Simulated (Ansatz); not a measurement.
# CH6O4Si: up Jacob's ladder to CCSD(T)

The task here is to estimate one member of a computed series from the others.

Program: Ansatz 0.2.0, Gaussian basis. Level of theory: functionals in def2-TZVPP, the program's frozen cores in correlated methods. These are calculated values, not measurements.

The runs, in order: PBE-D4, r2SCAN-D4, PBE0-D4, B3LYP-D4, ωB97X-V, ωB97M-V, B2PLYP; CCSD(T)/def2-TZVPP; MP2/def2-QZVPP; extrapolation to the limit.

### Structure used throughout

All runs share one geometry, relaxed beforehand with PBE0-D4 in a triple-zeta def2 set.

SMILES `OC[Si](O)(O)O`, 12 atoms, charge 0, spin multiplicity 1.

Atoms are counted from 1 here; the program's logs count them from 0.

Bond lengths: O1–C2 1.423 Å, O1–H7 0.962 Å, C2–Si3 1.868 Å, C2–H8 1.100 Å, C2–H9 1.094 Å, Si3–O4 1.635 Å, Si3–O5 1.642 Å, Si3–O6 1.643 Å, O4–H10 0.958 Å, O5–H11 0.959 Å, O6–H12 0.958 Å. Angles: C2–O1–H7 107.5°, O1–C2–Si3 111.4°, O1–C2–H8 111.6°, O1–C2–H9 106.8°, Si3–C2–H8 109.9°, Si3–C2–H9 110.9°, H8–C2–H9 106.0°, C2–Si3–O4 105.6°, C2–Si3–O5 107.1°, C2–Si3–O6 115.4°, O4–Si3–O5 112.9°, O4–Si3–O6 112.3°, O5–Si3–O6 103.6°, Si3–O4–H10 118.6°, Si3–O5–H11 116.2°, Si3–O6–H12 118.4°.

The first run:

File in.yaml:

```yaml
crystal:
  periodic: [false, false, false]
  atoms:
    - {symbol: O, position_ang: [-0.827700, -1.887614, 0.775821]}
    - {symbol: C, position_ang: [0.373064, -1.127619, 0.711196]}
    - {symbol: Si, position_ang: [0.122590, 0.464747, -0.232450]}
    - {symbol: O, position_ang: [1.623504, 1.035041, -0.539621]}
    - {symbol: O, position_ang: [-0.709523, 0.090326, -1.597033]}
    - {symbol: O, position_ang: [-0.830027, 1.580104, 0.506725]}
    - {symbol: H, position_ang: [-1.198871, -1.918837, -0.110745]}
    - {symbol: H, position_ang: [1.193771, -1.704998, 0.261441]}
    - {symbol: H, position_ang: [0.676817, -0.926748, 1.742840]}
    - {symbol: H, position_ang: [1.714530, 1.819041, -1.083057]}
    - {symbol: H, position_ang: [-1.513099, 0.589352, -1.752570]}
    - {symbol: H, position_ang: [-0.548056, 1.932106, 1.351456]}
basis:
  gaussian: {orbitals: def2-TZVPP}
hamiltonian: {xc: pbe, dispersion: d4}
output: {forces: true, orbitals: {seedname: orbitals}}
```

Started as:

```sh
$ ansatz run in.yaml --threads 4 --pin off --events-out ev --progress --plain --max-ram 10444MiB
```

Steps of the session up to this table: PBE-D4 (GGA); r2SCAN-D4 (meta-GGA); PBE0-D4 (hybrid); B3LYP-D4 (hybrid); ωB97X-V (range-separated); ωB97M-V (range-separated); B2PLYP (double hybrid); CCSD(T) in def2-TZVPP; MP2 in def2-QZVPP.

One of the session's tables, all rows but one given; the rest of the session is left out.

```
            method  atomisation energy (kJ/mol)
            PBE-D4                       4885.0
         r2SCAN-D4                       4809.1
           PBE0-D4                       4760.0
          B3LYP-D4                       4776.7
           ωB97X-V                            ?
           ωB97M-V                       4821.8
            B2PLYP                       4745.6
     HF/def2-TZVPP                       3345.0
    MP2/def2-TZVPP                       4816.8
   CCSD/def2-TZVPP                       4602.2
CCSD(T)/def2-TZVPP                       4680.0
           MP2/CBS                       4969.4
       CCSD(T)/CBS                       4832.6
```

Estimate the missing values for ωB97X-V.

As computed: atomisation energy (kJ/mol): 4807.2. In the column «atomisation energy (kJ/mol)» it lies between B3LYP-D4 (4776.7) and r2SCAN-D4 (4809.1).

Among the levels timed on like hardware and quicker than the yardstick, those that no quicker one beats, quickest first: PBE-D4 (3.1 s, +52.3 kJ/mol); r2SCAN-D4 (6 s, -23.6 kJ/mol); ωB97M-V (14 s, -10.9 kJ/mol).

B2PLYP carry no dispersion term (for B3LYP, D4 adds 39.7 kJ/mol).
